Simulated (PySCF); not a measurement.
# C2H9FGeSi: the cost of one run

The runs use PySCF 2.14.0, with density-fitted response routines of our own; the level of theory stands in each step. All values are computed, except where a source is named. Atoms count from 0, in the outputs and in this text.

### 1 The starting structure

14 atoms, charge 0, multiplicity 1; geometry from: GFN2-xTB. The atoms were then displaced at random by about 0.01 Å, so the start is not that level's minimum.

Bonds of the start (Å): C0–Si1 1.87, Si1–C2 1.91, C2–F3 1.42, C2–Ge4 1.99, C0–H5 1.10, C0–H6 1.10, C0–H7 1.09, Si1–H8 1.45, Si1–H9 1.48, C2–H10 1.08, Ge4–H11 1.51, Ge4–H12 1.47, Ge4–H13 1.51.

### 2 Geometry optimisation at PBE0-D3(BJ)/def2-SVP

What the job is given:

```
{"job": {"xc": "PBE0", "basis": "def2-SVP", "d3": "d3bj", "grid": 1, "shake": 0.01, "kind": "geom"}, "charge": 0, "multiplicity": 1}
C     -1.795120     0.837400     0.304600
Si    -1.077130    -0.845340    -0.074740
C      0.642720    -0.542920    -0.845020
F      1.240880    -1.775720    -1.213750
Ge     2.007660     0.288240     0.339620
H     -2.814310     0.769880     0.719720
H     -1.888170     1.465800    -0.598320
H     -1.190420     1.418570     1.007890
H     -1.868420    -1.572930    -1.041760
H     -0.910600    -1.636390     1.161080
H      0.573350     0.024400    -1.759550
H      2.149200    -0.479260     1.627000
H      3.318230     0.330440    -0.331650
H      1.604950     1.702760     0.697130
```

The run is started by

```console
$ OMP_NUM_THREADS=1 python probes_run.py task.json out
```

The driver reads the jobs from task.json and runs them one after another.

**Question.** How long does this first job take on 1 thread of Arm Neoverse N1, shared host, and how much memory does it need?

About 92 s, with a peak of 0.53 GiB.
